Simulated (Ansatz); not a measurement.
**C₃H₁₁BO: basis-set convergence**

How large a basis does C₃H₁₁BO need? Two functionals are run in growing sets.

The runs use Ansatz 0.2.0, Gaussian basis; one geometry, several basis sets.

The runs, in order: PBE0-D4/def2-SVP; ωB97M-V/def2-SVP; PBE0-D4/def2-QZVPP; ωB97M-V/def2-QZVPP; the functionals' def2-TZVPP values are taken from earlier runs.

### Step 1. Structure used throughout

All runs share one geometry, relaxed beforehand with PBE0-D4 in a triple-zeta def2 set.

SMILES `C[OH+][BH-](C)C`, 16 atoms, charge 0, spin multiplicity 1.

Atoms are counted from 1 here; the program's logs count them from 0.

Bond lengths: C1–O2 1.429 Å, C1–H6 1.091 Å, C1–H7 1.087 Å, C1–H8 1.091 Å, O2–B3 1.706 Å, O2–H9 0.964 Å, B3–C4 1.597 Å, B3–C5 1.601 Å, B3–H10 1.215 Å, C4–H11 1.095 Å, C4–H12 1.099 Å, C4–H13 1.094 Å, C5–H14 1.096 Å, C5–H15 1.099 Å, C5–H16 1.095 Å. Angles: O2–C1–H6 109.2°, O2–C1–H7 105.9°, O2–C1–H8 111.1°, H6–C1–H7 110.1°, H6–C1–H8 110.8°, H7–C1–H8 109.6°, C1–O2–B3 117.3°, C1–O2–H9 110.4°, B3–O2–H9 107.7°, O2–B3–C4 102.1°, O2–B3–C5 106.3°, O2–B3–H10 99.3°, C4–B3–C5 116.1°, C4–B3–H10 115.3°, C5–B3–H10 114.8°, B3–C4–H11 109.2°, B3–C4–H12 113.5°, B3–C4–H13 113.5° and more.

### Step 2. PBE0-D4 in def2-SVP

in.yaml

```yaml
crystal:
  periodic: [false, false, false]
  atoms:
    - {symbol: C, position_ang: [-0.157649, 1.923872, 0.897934]}
    - {symbol: O, position_ang: [0.543059, 0.682557, 0.791852]}
    - {symbol: B, position_ang: [0.259104, -0.261230, -0.600752]}
    - {symbol: C, position_ang: [1.250713, -1.493079, -0.378461]}
    - {symbol: C, position_ang: [-1.304468, -0.606883, -0.597894]}
    - {symbol: H, position_ang: [0.223084, 2.478247, 1.756374]}
    - {symbol: H, position_ang: [0.053444, 2.465320, -0.021112]}
    - {symbol: H, position_ang: [-1.232481, 1.760988, 0.987560]}
    - {symbol: H, position_ang: [0.364580, 0.129467, 1.561363]}
    - {symbol: H, position_ang: [0.603380, 0.535856, -1.450797]}
    - {symbol: H, position_ang: [1.205738, -2.152736, -1.251585]}
    - {symbol: H, position_ang: [0.982561, -2.120563, 0.483453]}
    - {symbol: H, position_ang: [2.297477, -1.195216, -0.263631]}
    - {symbol: H, position_ang: [-1.517620, -1.249642, -1.459207]}
    - {symbol: H, position_ang: [-1.623329, -1.176401, 0.286448]}
    - {symbol: H, position_ang: [-1.970595, 0.256844, -0.697144]}
basis:
  gaussian: {orbitals: def2-SVP}
hamiltonian: {xc: pbe0, dispersion: d4}
output: {orbitals: {seedname: orbitals}}
```

Launch:

```sh
> ansatz run in.yaml --threads 4 --pin off --events-out ev --progress --plain --max-ram 10444MiB
```

Standard output:

```text
Functional definition: PBE0
  name "PBE0"
  cite "Adamo & Barone, J. Chem. Phys. 110, 6158 (1999) doi:10.1063/1.478522"
  cite "Perdew, Burke & Ernzerhof, Phys. Rev. Lett. 77, 3865 (1996) doi:10.1103/PhysRevLett.77.3865"
  parent pbe
  parameter a = 0.25
  parameter kappa = 0.804
  parameter beta = 0.06672455060314922
  exchange = (1 - a)*pbe_x(kappa = kappa, mu = beta*pi^2/3) + a*exact_x
  correlation = pbe_c(beta = beta)
1409 factors; their error is unknown
mean field evaluation 1: about -5992.5381 eV, gradient 6.2e1 eV
mean field evaluation 2: about -5990.7024 eV, gradient 6.7e1 eV
mean field evaluation 4: about -6002.1018 eV, gradient 2.9e0 eV
mean field evaluation 8: about -6002.1160 eV, gradient 3.1e-2 eV
mean field evaluation 16: about -6002.1068 eV, gradient 2.7e-5 eV
mean field -6002.10675493 eV, -220.5733548697 hartree, gradient 2.7e-5 eV, S^2 0.000000; 0 other end points of the search recorded, 0 dependent functions left out
reference -6002.10678309 eV, -220.5733559045 hartree; 21, 21 occupied and 104, 104 virtual orbitals, 1409 factors
Total energy: -6002.34108987 eV, -220.5819665198 hartree
```

Run time: 1.1 s. Hardware: 4 threads of Arm Neoverse V2, shared host.

### Step 3. ωB97M-V in def2-SVP

Edit in.yaml of step 2 so:

```diff
@@ -21,3 +21,3 @@
   gaussian: {orbitals: def2-SVP}
-hamiltonian: {xc: pbe0, dispersion: d4}
+hamiltonian: {xc: {name: wB97M-V}}
 output: {orbitals: {seedname: orbitals}}
```

The command is unchanged.

Standard output, cut to the lines that bear on the results:

```text
Functional definition: wB97M-V
  name "wB97M-V"
  cite "Mardirossian & Head-Gordon, J. Chem. Phys. 144, 214110 (2016) doi:10.1063/1.4952647"
  cite "Becke, J. Chem. Phys. 107, 8554 (1997) doi:10.1063/1.475007"
  cite "Vydrov & Van Voorhis, J. Chem. Phys. 133, 244103 (2010) doi:10.1063/1.3521275"
  # Of w^i u^j: cxij and so on, Table III.
[...]
  gx(w, u) = 1 - cx + cx01*u + cx10*w
  gss(w, u) = css00 + css04*u^4 + css10*w + css20*w^2 + css43*w^4*u^3
  gos(w, u) = cos00 + cos10*w + (cos20 + cos21*u)*w^2 + (cos60 + cos61*u)*w^6
[...]
      + integral(e_c_pw_mod_opposite_spin*gos(b97_w_opposite, b97_u_opposite)) + vv10(b, c)
1409 factors; their error is unknown
378 factors; integrals over basis functions are off by at most 8.1e-6 eV
[...]
mean field -6005.75965038 eV, -220.7075963013 hartree, gradient 2.8e-5 eV, S^2 0.000000; 0 other end points of the search recorded, 0 dependent functions left out
reference -6005.75969561 eV, -220.7075979634 hartree; 21, 21 occupied and 104, 104 virtual orbitals, 1409 factors
Total energy: -6005.75969561 eV, -220.7075979634 hartree
```

Run time: 4.3 s. Hardware: 4 threads of Arm Neoverse V2, shared host.

### Step 4. PBE0-D4 in def2-QZVPP

Edit in.yaml of step 3 so:

```diff
@@ -20,4 +20,4 @@
 basis:
-  gaussian: {orbitals: def2-SVP}
-hamiltonian: {xc: {name: wB97M-V}}
+  gaussian: {orbitals: "def2-QZVPP.json"}
+hamiltonian: {xc: pbe0, dispersion: d4}
 output: {orbitals: {seedname: orbitals}}
```

The command is unchanged.

Standard output:

```text
Functional definition: PBE0
  name "PBE0"
  cite "Adamo & Barone, J. Chem. Phys. 110, 6158 (1999) doi:10.1063/1.478522"
  cite "Perdew, Burke & Ernzerhof, Phys. Rev. Lett. 77, 3865 (1996) doi:10.1103/PhysRevLett.77.3865"
  parent pbe
  parameter a = 0.25
  parameter kappa = 0.804
  parameter beta = 0.06672455060314922
  exchange = (1 - a)*pbe_x(kappa = kappa, mu = beta*pi^2/3) + a*exact_x
  correlation = pbe_c(beta = beta)
1598 factors; their error is unknown
mean field evaluation 1: about -5995.1820 eV, gradient 7.9e1 eV
mean field evaluation 2: about -5988.3242 eV, gradient 9.1e1 eV
mean field evaluation 4: about -6009.1898 eV, gradient 5.9e0 eV
mean field evaluation 8: about -6009.2489 eV, gradient 6.5e-2 eV
mean field evaluation 16: about -6009.2437 eV, gradient 5.8e-5 eV
mean field -6009.24365898 eV, -220.8356312557 hartree, gradient 5.8e-5 eV, S^2 0.000000; 0 other end points of the search recorded, 0 dependent functions left out
reference -6009.24370327 eV, -220.8356328836 hartree; 21, 21 occupied and 594, 594 virtual orbitals, 1598 factors
Total energy: -6009.47801005 eV, -220.8442434989 hartree
```

It took 8.5 s on 4 threads of Arm Neoverse V2, shared host; peak memory 2.4 GiB.

### Step 5. ωB97M-V in def2-QZVPP

Edit in.yaml of step 4 so:

```diff
@@ -21,3 +21,3 @@
   gaussian: {orbitals: "def2-QZVPP.json"}
-hamiltonian: {xc: pbe0, dispersion: d4}
+hamiltonian: {xc: {name: wB97M-V}}
 output: {orbitals: {seedname: orbitals}}
```

Launched as before.

Standard output, cut to the lines that bear on the results:

```text
Functional definition: wB97M-V
  name "wB97M-V"
  cite "Mardirossian & Head-Gordon, J. Chem. Phys. 144, 214110 (2016) doi:10.1063/1.4952647"
  cite "Becke, J. Chem. Phys. 107, 8554 (1997) doi:10.1063/1.475007"
  cite "Vydrov & Van Voorhis, J. Chem. Phys. 133, 244103 (2010) doi:10.1063/1.3521275"
  # Of w^i u^j: cxij and so on, Table III.
[...]
  gx(w, u) = 1 - cx + cx01*u + cx10*w
  gss(w, u) = css00 + css04*u^4 + css10*w + css20*w^2 + css43*w^4*u^3
  gos(w, u) = cos00 + cos10*w + (cos20 + cos21*u)*w^2 + (cos60 + cos61*u)*w^6
[...]
      + integral(e_c_pw_mod_opposite_spin*gos(b97_w_opposite, b97_u_opposite)) + vv10(b, c)
1598 factors; their error is unknown
504 factors; integrals over basis functions are off by at most 7.2e-6 eV
[...]
mean field -6013.28111813 eV, -220.9840051430 hartree, gradient 4.4e-5 eV, S^2 0.000000; 0 other end points of the search recorded, 0 dependent functions left out
reference -6013.28118925 eV, -220.9840077565 hartree; 21, 21 occupied and 594, 594 virtual orbitals, 1598 factors
Total energy: -6013.28118925 eV, -220.9840077565 hartree
```

It took 20 s on 4 threads of Arm Neoverse V2, shared host; peak memory 2.8 GiB.

### Step 6. Density functionals: the series

The def2-TZVPP values come from earlier runs at the same geometry.

```
functional       basis  functions  energy (eV)  from the largest (eV)  HOMO (eV)  LUMO (eV)
   PBE0-D4    def2-SVP        125   -6002.3411                  7.137      -7.43       0.84
   PBE0-D4  def2-TZVPP        309   -6009.1255                  0.353      -7.58       0.28
   PBE0-D4  def2-QZVPP        615   -6009.4780                  0.000      -7.59      -0.06
   ωB97M-V    def2-SVP        125   -6005.7597                  7.521      -9.73       2.52
   ωB97M-V  def2-TZVPP        309   -6012.9365                  0.345      -9.90       1.76
   ωB97M-V  def2-QZVPP        615   -6013.2812                  0.000      -9.92       1.15
```

### Step 7. Summary of results

```
                                       quantity          value
PBE0-D4: double and triple zeta above quadruple  7.14, 0.35 eV
ωB97M-V: double and triple zeta above quadruple  7.52, 0.34 eV
```

**Reading.** For PBE0-D4 the step from double to triple zeta gains 6.78 eV and the next only 0.35 eV. These are total energies; as a rule much of such shifts cancels in differences, which this series doesn't test. The LUMO of ωB97M-V is positive and keeps falling with the basis (2.52 to 1.15 eV): an unbound level that the basis holds in place.

For PBE0-D4 the largest set took about 8 times as long as the smallest (8.5 s against 1.1 s).
